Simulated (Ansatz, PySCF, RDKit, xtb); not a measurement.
# Solving Si2H3Cl2F, step by step

Only the formula Si2H3Cl2F is given. Aim: find the structure of lowest free energy at 298.15 K, then its properties.

Plan: many cheap relaxations first (GFN2-xTB), then density-functional screening, relaxation at B3LYP-D3(BJ)/def2-SVP, vibrations and a final energy. The numbers are computed, not measured.

7 further runs of the same task are left out: 1 that didn't finish, 6 set aside as unsound or not needed.

## Step 1: Candidates

All bonding patterns within simple valence rules are listed by program: one Lewis structure each, at most two rings and one unusual centre or charged pair. O–O, O–halogen and N–halogen bonds and N–N–N chains are not drawn. That gives 3 candidates.

```tsv
label	SMILES	spin
c678	F[Si]([SiH3])(Cl)Cl	singlet
c740	F[SiH2][SiH](Cl)Cl	singlet
c803	F[Si@H](Cl)[SiH2]Cl	singlet
```

Candidates are built by distance geometry, with a force field where one applies, in up to four conformers (letters a to d). 16 starts with atoms placed at random are added, to find patterns that the rules miss.

**Question.** With final energies at CCSD(T)/def2-SVP + MP2/def2-TZVPP - MP2/def2-SVP, which structure will this search put lowest in free energy, and by what margin?

| quantity | value |
| --- | --- |
| lowest structure found | F[Si]([SiH3])(Cl)Cl, singlet, Cs |
| next finalist | F[Si@H](Cl)[SiH2]Cl, singlet, 4.2 kcal/mol higher in G |
| share at equilibrium, among the finalists | 99.8 % |
| harmonic wavenumbers, lowest and highest (B3LYP-D3(BJ)/def2-SVP) | 99 and 2247 cm⁻¹ |
| rotational constants, same geometry | 0.05739, 0.05266, 0.03886 cm⁻¹ |
| dipole moment (PBE0/def2-TZVPD) | 1.91 D |
| HOMO energy (PBE0/def2-TZVPD) | -8.86 eV |
| LUMO energy (PBE0/def2-TZVPD) | -0.80 eV |
| HOMO–LUMO gap (PBE0/def2-TZVPD) | 8.06 eV |
| lowest excitation (TD-PBE0/def2-SVPD) | 7.01 eV (f = 0.074) |
| strongest of the states computed, same level | 7.44 eV (f = 0.206) |
| lowest triplet excitation, same level, Tamm-Dancoff | 6.06 eV |
| vertical ionisation energy | 10.74 eV |
| vertical electron affinity | -0.57 eV (unbound: the value depends on the basis) |
| vertical triplet less singlet | +5.90 eV |

The search ends on `F[Si]([SiH3])(Cl)Cl`. Among the finalists first place is clear (4.2 kcal/mol); structures outside the list aren't covered. HF/STO-3G, r2SCAN-D4/def2-SVP, B3LYP-D3(BJ)/def2-SVP, HF/def2-SVP and MP2/def2-SVP already put its bonding pattern lowest among the structures in one piece; GFN2-xTB favours the singlet F[SiH2][SiH](Cl)Cl. Lowest found is not proven lowest: the search is finite, and each finalist counts with one conformer. Patterns outside the rules of the enumeration were met only by chance.
